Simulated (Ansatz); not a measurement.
# GaCO (doublet): the correlation ladder, cc-pVDZ

An exercise on one series of results from a longer session: the logs are not shown, and one member is left open.

Method: cc-pVDZ, core rule «outside noble gas», up to 16 orbitals frozen; program: Ansatz 0.2.0, Gaussian basis.

The runs, in order: UHF; CCSD(T) on ROHF; CCSD(T) on UHF; BCCD(T) on ROHF; CISD as a restricted active space (open shells left free, so some higher excitations enter); CCSDT(Q) on ROHF; CCSDT(Q) on UHF; CASSCF and MRCISD+Q, 11 electrons in 11 orbitals; CASSCF and NEVPT2, 11 electrons in 11 orbitals.

25 further runs of the same task are left out: 4 for a known fault of the program, 8 that didn't finish, 13 set aside as unsound or not needed. Runs told in other sessions of the task aren't counted.

## The geometry

The geometry is a PBE0/def2-TZVP stationary point (not a proven minimum). No spin-orbit coupling is included. The filled d shell of Ga may be among the frozen orbitals whatever the setting's name suggests.

3 atoms, charge 0, spin multiplicity 2.

Atoms are counted from 1 here; the program's logs count them from 0.

Bond lengths: Ga1–C2 2.188 Å, C2–O3 1.145 Å. Angles: Ga1–C2–O3 180.0°.

Coordinates:

```xyz
3
charge 0, multiplicity 2
Ga    0.00000    0.00000    1.84055
C     0.00000    0.00000   -0.34779
O     0.00000    0.00000   -1.49276
```

The first run:

in.yaml

```yaml
crystal:
  periodic: [false, false, false]
  atoms:
    - {symbol: Ga, position_ang: [0.000000, 0.000000, 1.840547]}
    - {symbol: C, position_ang: [0.000000, 0.000000, -0.347787]}
    - {symbol: O, position_ang: [0.000000, 0.000000, -1.492760]}
basis:
  gaussian: {orbitals: cc-pVDZ}
magnetization: {spin_polarized: true, initial_magnetization: 1}
hamiltonian: {xc: hf}
output: {orbitals: {seedname: orbitals}}
```

Run with:

```bash
$ ansatz run in.yaml --threads 1 --pin off --events-out ev --progress --plain --max-ram 2393MiB
```

Steps of the session up to this table: UHF; CCSD(T) on ROHF; CCSD(T) on UHF; BCCD(T) on ROHF; CISD as a restricted active space (open shells left free, so some higher excitations enter); CCSDT(Q) on ROHF; CCSDT(Q) on UHF; CASSCF and MRCISD+Q, 11 electrons in 11 orbitals; CASSCF and NEVPT2, 11 electrons in 11 orbitals.

One of the session's tables, all rows but one given; the rest of the session is left out.

It belongs to the step «Misses and costs». 

```
          method  from UCCSDT(Q) (kcal/mol)
            ROHF                    +232.69
             UHF                    +231.02
            RMP2                     +20.96
            UMP2                     +21.33
           RCCSD                     +10.29
           UCCSD                     +10.20
        RCCSD(T)                      +1.50
        UCCSD(T)                      +1.50
         BCCD(T)                      +1.43
          RCCSDT                      +0.92
          UCCSDT                      +0.89
       RCCSDT(Q)                          ?
       UCCSDT(Q)                          0
  CASSCF valence                    +131.53
  NEVPT2 valence                     +26.54
  MRCISD valence                     +10.65
MRCISD+Q valence                      +2.37
```

Q: Estimate the row for RCCSDT(Q) from the others.

**Answer.** from UCCSDT(Q) (kcal/mol): +0.15. In the column «from UCCSDT(Q) (kcal/mol)» it lies between UCCSDT(Q) (0) and UCCSDT (+0.89).

Not comparable, so not listed: CISD as a restricted active space (open shells left free, so some higher excitations enter) (they don't share determinant, frozen orbitals or solution with the rows shown, or repeat one).

To keep in mind: Restricted and unrestricted rows rest on different reference determinants; a gap between their highest levels can come from leftover correlation error, from unlike frozen cores or from another state.
